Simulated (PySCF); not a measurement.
# InF (SMILES [F][In]): TPSS/def2-TZVPP (core potential)

What is the vertical singlet–triplet gap of InF at TPSS/def2-TZVPP (core potential)? The job is set up through a Python script.

The results are computed with PySCF 2.14.0.

4 further runs of the same task are left out: 4 set aside as unsound or not needed.

### Step 1. The molecule

InF has 2 atoms, charge 0, and is taken as a singlet. SMILES: `[F][In]`. Geometry: relaxed at PBE0-D4/def2-TZVP.

Bond lengths: F1–In2 1.994 Å.

### Step 2. The energy at TPSS/def2-TZVPP (core potential)

File job.py:

```python
# InF
from pyscf import gto, dft

molecule = gto.M(
    atom='''
F      0.000000     0.000000     0.030066
In     0.000000     0.000000     3.797556
''',
    ecp={'In': 'def2-svp'},
    basis='def2-tzvpp',
    unit='bohr',
    max_memory=1860,
    verbose=3,
)

ks = dft.RKS(molecule, xc='tpss')
ks.grids.level = 5
ks.conv_tol = 1e-10
ks.kernel()
if not ks.converged:
    ks = ks.newton().run(ks.mo_coeff, ks.mo_occ)

energy = ks.e_tot
print('E = %.10f Eh' % energy)
```

Started as:

```sh
$ OMP_NUM_THREADS=1 python job.py
```

Output:

```text
converged SCF energy = -290.014019144624
E = -290.0140191446 Eh
```

It took 13 s on 1 thread of Arm Neoverse V1, shared host; peak memory 0.41 GiB.

### Step 3. The triplet

File job.py:

```python
from pyscf import gto, dft

mol = gto.M(
    atom='''
F        0.000000       0.000000       0.015910
In       0.000000       0.000000       2.009580
''',
    ecp={'In': 'def2-svp'},
    max_memory=1860,
    spin=2,
    verbose=3,
    basis='def2-tzvpp',
    charge=0,
)

ks = dft.UKS(mol)
ks.xc = 'tpss'
ks.grids.level = 5
ks.conv_tol = 1e-10
ks.kernel()
if not ks.converged:
    ks = ks.newton().run(ks.mo_coeff, ks.mo_occ)

e_final = ks.e_tot
print('Final energy', e_final)
```

Started as:

```sh
$ OMP_NUM_THREADS=1 python job.py
```

Output:

```text
WARN: HOMO -0.490449154796095 >= LUMO -0.724572047784298

WARN: HOMO -0.015653382134184 >= LUMO -0.087608097572577

WARN: HOMO -0.10534387522182 >= LUMO -0.222522904365565

WARN: HOMO -0.113657791869962 >= LUMO -0.245794364315351

WARN: HOMO -0.120565670398438 >= LUMO -0.24097488080346

WARN: HOMO -0.120207347146765 >= LUMO -0.241471817855683

WARN: HOMO -0.120884662897755 >= LUMO -0.242195096162632

WARN: HOMO -0.120938933359 >= LUMO -0.242175482449369

WARN: HOMO -0.120934866708773 >= LUMO -0.242169015134415

WARN: HOMO -0.120941359426733 >= LUMO -0.242177449047468

WARN: HOMO -0.120941428536138 >= LUMO -0.242177218204645

WARN: HOMO -0.12094118314248 >= LUMO -0.242177157528317

WARN: HOMO -0.120941251814116 >= LUMO -0.242177205846311

converged SCF energy = -289.876865745086  <S^2> = 2.0026851  2S+1 = 3.0017896
Final energy -289.8768657450858
```

Run time: 26 s. Hardware: 1 thread of Arm Neoverse V1, shared host; peak memory 0.43 GiB.

### Step 4. Outcome

Level: TPSS/def2-TZVPP (core potential).

| quantity | value |
| --- | --- |
| singlet: total energy | -290.01402 Eh |
| singlet: dipole moment | 2.99 D |
| singlet: HOMO energy | -6.46 eV |
| singlet: LUMO energy | -2.07 eV |
| singlet: HOMO–LUMO gap | 4.38 eV |
| triplet: total energy | -289.87687 Eh |
| triplet: dipole moment | 2.53 D |
| triplet: HOMO energy (highest over α and β) | -3.29 eV |
| triplet: ⟨S²⟩ | 2.003 |
| vertical energy of the triplet above the singlet | 3.732 eV |

In words: At this shape the triplet lies 3.73 eV (86 kcal/mol) above the singlet.
